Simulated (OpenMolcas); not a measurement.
# Co³⁺ among point charges: CASSCF and CASPT2 levels and susceptibility

How does a field of 4 point charges split the states of Co³⁺, and what χT follows?

Method: state-averaged CASSCF and CASPT2, spin-orbit coupling by RASSI with atomic mean-field integrals. Code: OpenMolcas 26.06.

### Step 1. The system

* Species: Co³⁺ (cobalt, Z = 27, 24 electrons)
* Basis: ANO-RCC-VDZP [5s4p2d1f], 34 functions
* Scalar Hamiltonian: DKH2, point nucleus
* Inactive shells: 1s 2s 2p 3s 3p
* Active space: 6 electrons in 5 orbitals (3d)
* Some configurations of this space: 3d⁶
* Orbitals: optimised for each spin and parity, averaged over all roots

The outer shells:

3d6
```
3d [↑↓][↑ ][↑ ][↑ ][↑ ]
```

The ion sits among 4 point charges of -2 e arranged as a tetrahedron (Td), 1.98 Å from the ion.

The work runs as a chain of OpenMolcas steps in one folder; each step below is one input file. Labels, J, g values, rates, χT and fits are worked out afterwards by a script from the matrices that RASSI stores.

### Step 2. One- and two-electron integrals

File a.inp:

```
&GATEWAY
Coord
1

Co 0.0 0.0 0.0
Basis=ANO-RCC-VDZP
Group=NoSym
NoMove
AngMom=0.0 0.0 0.0
AMFI
XField
4 Angstrom 0
1.143154 1.143154 1.143154 -2.000000
1.143154 -1.143154 -1.143154 -2.000000
-1.143154 1.143154 -1.143154 -2.000000
-1.143154 -1.143154 1.143154 -2.000000
&SEWARD
```

Launch:

```bash
$ OMP_NUM_THREADS=1 MOLCAS_MEM=1689 MOLCAS_PROJECT=a pymolcas a.inp > a.log
```

### Step 3. Reference wave functions, quintets, 5 roots

File a.inp:

```
&RASSCF
FileOrb=start.orb
Symmetry=1
Spin=5
nActEl=6 0 0
Inactive=9
Ras2=5
CIRoot=5 5 1
SDav=5
CIMx=300
Iter=120 100
PrWF=0.3
OrbListing=Nothing
MaxOrb=0
>>> COPY $Project.JobIph JOB001
```

start.orb holds the contracted functions of the basis, ordered by shell, or the orbitals of the step before.

### Step 4. Reference wave functions, triplets, 45 roots

File a.inp:

```
&RASSCF
FileOrb=start.orb
Symmetry=1
Spin=3
nActEl=6 0 0
Inactive=9
Ras2=5
CIRoot=45 45 1
SDav=45
CIMx=300
Iter=120 100
PrWF=0.3
OrbListing=Nothing
MaxOrb=0
>>> COPY $Project.JobIph JOB002
```

### Step 5. Reference wave functions, singlets, 50 roots

File a.inp:

```
&RASSCF
FileOrb=start.orb
Symmetry=1
Spin=1
nActEl=6 0 0
Inactive=9
Ras2=5
CIRoot=50 50 1
SDav=50
CIMx=300
Iter=120 100
PrWF=0.3
OrbListing=Nothing
MaxOrb=0
>>> COPY $Project.JobIph JOB003
```

### Step 6. RASSI: spin-orbit coupling between the states

File a.inp:

```
&RASSI
NrOfJobIphs=3 5 45 50
1 2 3 4 5
1 2 3 4 5 6 7 8 9 10 11 12 13 14 15 16 17 18 19 20 21 22 23 24 25 26 27
28 29 30 31 32 33 34 35 36 37 38 39 40 41 42 43 44 45
1 2 3 4 5 6 7 8 9 10 11 12 13 14 15 16 17 18 19 20 21 22 23 24 25 26 27
28 29 30 31 32 33 34 35 36 37 38 39 40 41 42 43 44 45 46 47 48 49 50
IphNames
JOB001
JOB002
JOB003
EJob
SpinOrbit
DIPRint=1.0
SOCoupling=1000.0
Subsets=2
Property=9
'ANGMOM' 1 'ANGMOM' 2 'ANGMOM' 3 'MLTPL  1' 1 'MLTPL  1' 2 'MLTPL  1' 3
'AMFI' 1 'AMFI' 2 'AMFI' 3
SOProperty=3
'ANGMOM' 1 'ANGMOM' 2 'ANGMOM' 3
```

### Step 7. CASPT2: IPEA 0.25, imaginary shift 0.1 (closed shells correlated: 3s 3p)

File a.inp:

```
>>> COPY JOB001 $Project.JobIph
&CASPT2
Multistate=5 1 2 3 4 5
NoMult
Frozen=5
IPEA=0.25
Imaginary=0.1
MaxIter=60
WThr=0.0 0.3 0.05
PrWF=0.5
NoMix
>>> COPY JOB002 $Project.JobIph
&CASPT2
Multistate=45 1 2 3 4 5 6 7 8 9 10 11 12 13 14 15 16 17 18 19 20 21 22
23 24 25 26 27 28 29 30 31 32 33 34 35 36 37 38 39 40 41 42 43 44 45
NoMult
Frozen=5
IPEA=0.25
Imaginary=0.1
MaxIter=60
WThr=0.0 0.3 0.05
PrWF=0.5
NoMix
>>> COPY JOB003 $Project.JobIph
&CASPT2
Multistate=50 1 2 3 4 5 6 7 8 9 10 11 12 13 14 15 16 17 18 19 20 21 22
23 24 25 26 27 28 29 30 31 32 33 34 35 36 37 38 39 40 41 42 43 44 45 46
47 48 49 50
NoMult
Frozen=5
IPEA=0.25
Imaginary=0.1
MaxIter=60
WThr=0.0 0.3 0.05
PrWF=0.5
NoMix
```

(Steps that only read results are left out.)

**Question.** What will these runs give? Wanted: spin-free ground state; first state of the same spin within the active space; lowest level; next level.

**Answer**, as computed:

| quantity | value |
| --- | --- |
| method | SS-CASPT2, IPEA 0.25, imaginary shift 0.1 (closed shells correlated: 3s 3p) |
| spin-free ground state | 5E, 2-fold in its orbital part |
| first state of the same spin within the active space | 5T2 at 1620 cm⁻¹ |
| lowest level | 1-fold A1 |
| next level | 47.0 cm⁻¹ |
| χT at 300 K | 4.35 cm³ K/mol |
| effective moment at 300 K | 5.90 μB |

Cost by method:

| method | time of its own steps | time with the reference |
| --- | --- | --- |
| A. CASSCF | 44 s | 44 s |
| B. SS-CASPT2, IPEA 0.25, imaginary shift 0.1, +3s 3p | 15 s | 59 s |

Times are of one thread on a shared host.

In words: The spin-free ground state (5E) comes to 100 % from free-ion D terms and keeps the highest spin of the shell. χT at 300 K is 4.35, against 3.01 cm³ K/mol for the spin alone, so orbital moment adds to it. An active space of the d shell alone favours high spin; real ions in strong fields can be low spin. CASPT2 does not keep the components of a term degenerate, and the means are used. An orbital doublet at a regular site is open to a Jahn-Teller distortion, which this geometry leaves out. The field of point charges can differ much from that of real complexes. This is an electrostatic model: the charges have no orbitals.
